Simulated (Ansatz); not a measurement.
# Nd2Y2Cl: the cost of one run

Program: Ansatz 0.2.0. Level of theory: DFT PBE, scalar-relativistic, plane waves, PAW; 4f electrons in the core of a trivalent norm-conserving potential, unless a step names another level. These are calculated values, not measurements.

7 further runs of the same task are left out: 1 for a known fault of the program, 2 that didn't finish, 4 set aside as unsound or not needed.

**1. Plan**

Pauling electronegativities: Nd 1.14, Y 1.22, Cl 3.16 (spread 2.02). No set of common oxidation states balances it. Tabulated atomic sizes suggest about 25 Å³/atom. 19 candidates were drawn, by swapping species into database cells of other compounds, at random by space group and Wyckoff sites, or by hand, as the table says:

```
name                  made from  space group no.               Wyckoff sites  atoms (primitive cell)  V (Å³/atom)
 c01                     random              191          Nd 2d; Y 2c; Cl 1b                       5         26.8
 c02  database cell of CeMg2Si2              123          Nd 2e; Y 2h; Cl 1a                       5         29.3
 c03   database cell of Gd2CCl2              164          Nd 2d; Y 2d; Cl 1b                       5         24.6
 c04                     random              139          Nd 4c; Y 4d; Cl 2a                       5         30.1
 c05                     random              107          Nd 4b; Y 4b; Cl 2a                       5         30.4
 c06                     random              123          Nd 4l; Y 4o; Cl 2g                      10         30.2
 c07  database cell of DySi2Pt2              139          Nd 4e; Y 4d; Cl 2a                       5         25.5
 c08                     random              187  Nd 1d, 1a; Y 1b, 1c; Cl 1f                       5         29.2
 c09  database cell of SrCu2Sn2               12          Nd 4i; Y 4i; Cl 2a                       5         26.5
 c10                     random               38          Nd 4d; Y 4c; Cl 2b                       5         27.1
 c12                     random               38          Nd 4c; Y 4d; Cl 2a                       5         28.2
 c13                     random              183          Nd 2b; Y 2b; Cl 1a                       5         27.1
 c14                     random               65      Nd 2c, 2b; Y 4j; Cl 2d                       5         32.7
 c15   database cell of CaIn2N2               12          Nd 4i; Y 4i; Cl 2c                       5         22.0
 c16                     random              191          Nd 2e; Y 2c; Cl 1b                       5         31.5
 c17                     random              164          Nd 2d; Y 2c; Cl 1b                       5         30.7
 c18  database cell of LaSi2Os2              139          Nd 4d; Y 4e; Cl 2a                       5         25.9
 c19   database cell of MgAl2C2              164          Nd 2d; Y 2d; Cl 1a                       5         21.6
 c20                     random              139          Nd 4d; Y 4c; Cl 2a                       5         30.4
```

**2. Screening run of c03**

The input, input.yaml:

```yaml
crystal:
  lattice:
    - [3.83970945, 0.0, 0.0]
    - [-1.91985472, 3.32528592, 0.0]
    - [0.0, 0.0, 9.65136398]
  atoms:
    - { symbol: Nd, position: [0.33333333, 0.66666667, 0.35475001] }
    - { symbol: Nd, position: [0.66666667, 0.33333333, 0.64524999] }
    - { symbol: "Y", position: [0.33333333, 0.66666667, 0.83429998] }
    - { symbol: "Y", position: [0.66666667, 0.33333333, 0.16570002] }
    - { symbol: Cl, position: [0.0, 0.0, 0.5] }
basis:
  ecutwfc: 660
kpoints:
  mp_grid: { grid: [5, 5, 2] }
hamiltonian:
  xc: pbe
  pseudopotentials:
    kind: paw
    azcp: { Nd: "pseudopotentials/pbe/nc/lanthanide_3plus/Nd.nc.azcp" }
scf:
  occupations: { method: gaussian, width: 0.2 }
  lower_state_search: "off"
output:
  forces: true
  stress: true
  eigenvalues: true
relax:
  adjacent_minimum: "off"
  f_tol: 0.08
  max_steps: 16
  cell: { stress_tol: 0.8 }
```

On the command line:

```bash
$ ansatz run input.yaml --threads 1 --pin off --max-ram 2816MiB --backend cpu --events-out ev --progress --plain --runs-dir out
```

Q: Estimate wall time and peak memory on 1 thread of Arm Neoverse V1, shared host.

About 74 s, with a peak of 0.46 GiB.
